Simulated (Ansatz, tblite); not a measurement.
PbO$_{2}$: GFN2-xTB, run from Python

These are simulated results from tblite 0.8.0, not measurements. The cell was built from a prototype and was relaxed with r2SCAN in plane waves (Ansatz 0.2.0). Not every such cell is a known phase. All runs are without spin polarisation.

Space group P4_2/mnm (No. 136), tetragonal; conventional cell a = 4.984 Å, c = 3.408 Å, 14.11 Å³ an atom. Pb is surrounded by 6 O at 2.17–2.18 Å; O is surrounded by 3 Pb at 2.17–2.18 Å.

tblite solves periodic systems at the zone centre alone, so the script builds a cluster of 2×2×3 conventional cells (72 atoms), which folds in a coarse mesh of k points.

Input script:

```python
import json
from ase import Atoms
from ase.build import make_supercell
from ase.units import Bohr, GPa, Hartree
from tblite.interface import Calculator

atoms = Atoms(['Pb', 'Pb', 'O', 'O', 'O', 'O'],
              cell=[[4.98384608, 0.0, 0.0], [0.0, 4.98384608, 0.0], [0.0, 0.0, 3.4076223]],
              scaled_positions=[[0.0, 0.0, 0.0], [0.5, 0.5, 0.5], [0.307212814, 0.307212814, 0.0], [0.192787186, 0.807212814, 0.5], [0.807212814, 0.192787186, 0.5], [0.692787186, 0.692787186, 0.0]],
              pbc=True)
cluster = make_supercell(atoms, [[2, 0, 0], [0, 2, 0], [0, 0, 3]])
calc = Calculator('GFN2-xTB', cluster.numbers, cluster.positions / Bohr, lattice=cluster.cell[:] / Bohr, periodic=cluster.pbc)
calc.set('temperature', 0.02 / Hartree)
calc.set('max-iter', 150)
res = calc.singlepoint()
levels = res.get('orbital-energies') * Hartree
nv = round(res.get('orbital-occupations').sum() / 2)
cells = len(cluster) // len(atoms)
out = {'energy_per_cell': res.get('energy') * Hartree / cells, 'homo': levels[nv - 1], 'lumo': levels[nv],
       'stress': (-res.get('virial') * Hartree / cluster.get_volume() / GPa).tolist(), 'charges': res.get('charges')[:len(atoms)].tolist(), 'electrons': 2 * nv / cells}
json.dump(out, open('results.json', 'w'))
for key, value in out.items():
    print(key, value)
```

Command: `python run.py`. It took 7.9 s on 1 thread of Arm Neoverse N1, with other jobs on the host, peak memory 0.1 GiB.

What it printed:

```
------------------------------------------------------------
  cycle        total energy    energy error   density error
------------------------------------------------------------
      1     -240.8860666084  -2.4105898E+02   3.0721276E-01
      2     -247.0623864131  -6.1763198E+00   1.4855517E-01
      3     -247.1120796908  -4.9693278E-02   8.6471223E-02
      4     -247.1128270806  -7.4738975E-04   4.7072962E-03
      5     -247.1135222971  -6.9521655E-04   2.1953384E-03
      6     -247.0983993411   1.5122956E-02   7.5740592E-03
      7     -247.1108464329  -1.2447092E-02   3.6333323E-03
      8     -247.1140639814  -3.2175485E-03   5.1325415E-04
      9     -247.1141009818  -3.7000449E-05   2.9769750E-04
     10     -247.1141056364  -4.6545750E-06   2.3890636E-04
     11     -247.1141120885  -6.4520778E-06   9.0567261E-05
     12     -247.1141100392   2.0492829E-06   1.2588475E-04
     13     -247.1141113416  -1.3024335E-06   6.2506148E-05
     14     -247.1141122368  -8.9517417E-07   2.5611875E-05
     15     -247.1141123411  -1.0429733E-07   1.6098446E-05
------------------------------------------------------------

 total:                                   7.097 sec
energy_per_cell -560.359791915207
homo -14.94490309445389
lumo -14.94490303313004
stress [[5.454698705923957, -1.9504387079839096e-06, 2.465300716743507e-06], [-1.950438708000663e-06, 5.454698705924055, 2.4653007100880285e-06], [2.465300716788475e-06, 2.4653007101512875e-06, 9.481573701596036]]
charges [0.521452873314525, 0.5214409061422274, -0.2608032694331901, -0.2608002558659184, -0.2608002558680058, -0.2607302325904426]
electrons 32.0
```

The cycle table is in hartree for the whole cluster, and the lines after it are in eV (the energy for one cell). The printed stress is in GPa and positive in compression, and the pressure is its mean diagonal.

GFN2-xTB gives no gap at the points read. On the same cell, plane-wave PBE (Ansatz, 6×6×8 k points and the special points) gives no gap (an overlap of 0.01 eV at the points read) and r2SCAN a gap of 0.07 eV; on shared hosts these took about 15 and 44 core-seconds on the 6-atom cell, against 7.9 for the script. Spin-orbit coupling, left out in all these runs, can cut or reorder the gap by tenths of an eV, up to about 1 eV with Pb or Bi.

The same script was run on cells scaled at fixed shape and fractional coordinates:

```json
{"volume (Å³/atom)": "12.41", "energy (meV/atom)": "137.1", "pressure (GPa, positive in compression)": "20.60", "gap (eV)": "0.00"}
{"volume (Å³/atom)": "13.26", "energy (meV/atom)": "50.4", "pressure (GPa, positive in compression)": "12.57", "gap (eV)": "0.00"}
{"volume (Å³/atom)": "14.11", "energy (meV/atom)": "0.0", "pressure (GPa, positive in compression)": "6.80", "gap (eV)": "0.00"}
{"volume (Å³/atom)": "14.95", "energy (meV/atom)": "-24.7", "pressure (GPa, positive in compression)": "2.61", "gap (eV)": "0.00"}
{"volume (Å³/atom)": "15.80", "energy (meV/atom)": "-30.5", "pressure (GPa, positive in compression)": "-0.36", "gap (eV)": "0.00"}
```

A Birch-Murnaghan fit puts the minimum at 15.70 Å³/atom, 11.3 % above the given cell, with a bulk modulus of 48.8 GPa at fixed shape.

xTB was fitted mostly to molecules, and a small cluster samples few k points, so gaps, pressures and kinks along a curve can be far from a solid's.

Spin-orbit coupling is left out; in compounds of Pb, Bi, Tl or Hg it can lower a gap by up to about 1 eV, split its edges or invert the bands.
